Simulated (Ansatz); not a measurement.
# SnGe5: the cost of one run

Computed with Ansatz 0.2.0 (DFT PBE, scalar-relativistic, plane waves, PAW, unless a step's input says otherwise).

2 further runs of the same task are left out: 1 that didn't finish, 1 set aside as unsound or not needed.

### Step 1. The starting structure

It takes space group P-62m (No. 189, hexagonal). The conventional cell has a = 6.202 Å, b = 6.202 Å, c = 4.213 Å, α = 90.00°, β = 90.00°, γ = 120.00°. Sn (site symmetry -62m) is surrounded by 3 Ge at 2.78 Å. Around Ge (site symmetry m2m) lie 2 Ge at 1.82 Å. Ge (site symmetry -6) has 3 Ge at 1.82 Å as nearest neighbours.

As a file:

```cif
data_structure
_symmetry_space_group_name_H-M 'P 1'
_symmetry_Int_Tables_number 1
_cell_length_a 6.2021
_cell_length_b 6.2021
_cell_length_c 4.2129
_cell_angle_alpha 90.000
_cell_angle_beta 90.000
_cell_angle_gamma 120.000
_cell_volume 140.35
loop_
_atom_site_label
_atom_site_type_symbol
_atom_site_fract_x
_atom_site_fract_y
_atom_site_fract_z
_atom_site_occupancy
Sn1 Sn 0.00000 0.00000 0.00000 1
Ge1 Ge 0.55181 0.00000 0.00000 1
Ge2 Ge 0.00000 0.55181 0.00000 1
Ge3 Ge 0.44819 0.44819 0.00000 1
Ge4 Ge 0.33333 0.66667 0.00000 1
Ge5 Ge 0.66667 0.33333 0.00000 1
```

Recipe of the guess: random cell by space group and Wyckoff sites (P-62m, No. 189). Its size is a rough estimate.

### Step 2. Probe: one point on a coarse mesh

Contents of input.yaml:

```yaml
crystal:
  lattice:
    - [6.20214648, 0.0, 0.0]
    - [-3.10107324, 5.37121641, 0.0]
    - [0.0, 0.0, 4.21291819]
  atoms:
    - { symbol: Sn, position: [0.0, 0.0, 0.0] }
    - { symbol: Ge, position: [0.55181063, 0.0, 0.0] }
    - { symbol: Ge, position: [0.0, 0.55181063, 0.0] }
    - { symbol: Ge, position: [0.44818937, 0.44818937, 0.0] }
    - { symbol: Ge, position: [0.33333333, 0.66666667, 0.0] }
    - { symbol: Ge, position: [0.66666667, 0.33333333, 0.0] }
basis:
  ecutwfc: 420
kpoints:
  mp_grid: { grid: [3, 3, 4] }
hamiltonian:
  xc: pbe
scf:
  occupations: { method: gaussian, width: 0.1 }
  lower_state_search: "off"
output:
  forces: true
  stress: true
  eigenvalues: true
```

Command:

```sh
> ansatz run input.yaml --threads 1 --pin off --max-ram 2560MiB --backend cpu --events-out ev --progress --plain --runs-dir out
```

**Question.** How long does this run take on 1 thread of Intel Xeon Platinum 8259CL at 2.50GHz (Skylake/Cascade Lake), shared host, and how much memory does it need?

About 6.2 s, with a peak of 0.43 GiB.
